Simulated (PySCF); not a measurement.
**CuF: bond curves at several levels of theory**

One table from this session's results is given with a row withheld; the runs are named, their logs left out.

Computed with PySCF 2.14.0. Level: Cu x2c-TZVPPall, F x2c-TZVPPall, spin-free X2C with a Gaussian nucleus.

The first run:

The job is set up so:

* atoms: Cu, F
* charge: 0
* basis: Cu x2c-TZVPPall, F x2c-TZVPPall
* Hamiltonian: spin-free X2C with a Gaussian nucleus
* basis functions: 95
* electrons treated: 38
* masses in u: 62.9296, 18.9984
* levels: PBE0, PBE, r²SCAN, PBEsol, PW91, M06, M06-L, ωB97X-V, HF, MP2, SCS-MP2, CCSD, CCSD(T)
* grid: 80 radial by 434 angular points
* occupations: held fixed by the projection of orbital angular momentum
* dissociation limit: Cu + F, each in its ground configuration
* starting distance in angstrom: 1.750
* values of 2S to try: 0, 2, 4

On the command line:

```bash
> OMP_NUM_THREADS=1 python dia.py task.json out
```

Steps of the session up to this table: Set-up; The PBE0 curve of the state that the search chose; Higher solutions at PBE0; PBE (GGA); r²SCAN (meta-GGA); PBEsol (GGA); PW91; M06 (hybrid meta-GGA); M06-L (meta-GGA); ωB97X-V; RHF; Correlated methods on the Hartree–Fock reference.

One of the session's tables, all rows but one given; the rest of the session is left out.

Energy (eV) from each level's lowest point:

| R (Å) | RHF | RHF-MP2 | RHF-SCS-MP2 | RHF-CCSD | RHF-CCSD(T) |
| --- | --- | --- | --- | --- | --- |
| 1.504 | 1.398 | 0.786 | 0.881 | n/a | n/a |
| 1.574 | 0.711 | 0.302 | 0.366 | 0.471 | 0.433 |
| 1.644 | 0.300 | 0.066 | 0.102 | 0.155 | 0.137 |
| 1.696 | 0.123 | 0.000 | 0.016 | 0.039 | 0.032 |
| 1.749 | 0.029 | 0.001 | 0.000 | 0.000 | 0.000 |
| 1.802 | 0.000 | 0.052 | 0.036 | 0.018 | 0.022 |
| 1.871 | ? | ? | ? | ? | ? |
| 1.959 | 0.162 | 0.391 | 0.337 | 0.284 | 0.292 |
| 2.064 | 0.388 | 0.699 | 0.627 | 0.559 | 0.565 |
| 2.204 | 0.751 | 1.147 | 1.056 | n/a | n/a |

Q: Estimate the row for R (Å) = 1.871 from the others.

Worked estimate for «RHF». A straight line through the neighbours (1.802, 0.000) and (1.959, 0.162) gives 0.000 + (0.162 − 0.000) × (1.871 − 1.802) / (1.959 − 1.802) = 0.071; a parabola fitted to 4 rows on both sides gives 0.043.

The run gave: RHF: 0.035; RHF-MP2: 0.176; RHF-SCS-MP2: 0.141; RHF-CCSD: 0.105; RHF-CCSD(T): 0.112. In «RHF» the line misses by +0.036 and the parabola by +0.008.

Limits of these values: Lowest PBE0 solution found, without spin–orbit coupling: ¹Σ⁺ (singlet), closed shell. Warnings in the runs' records: inverted.
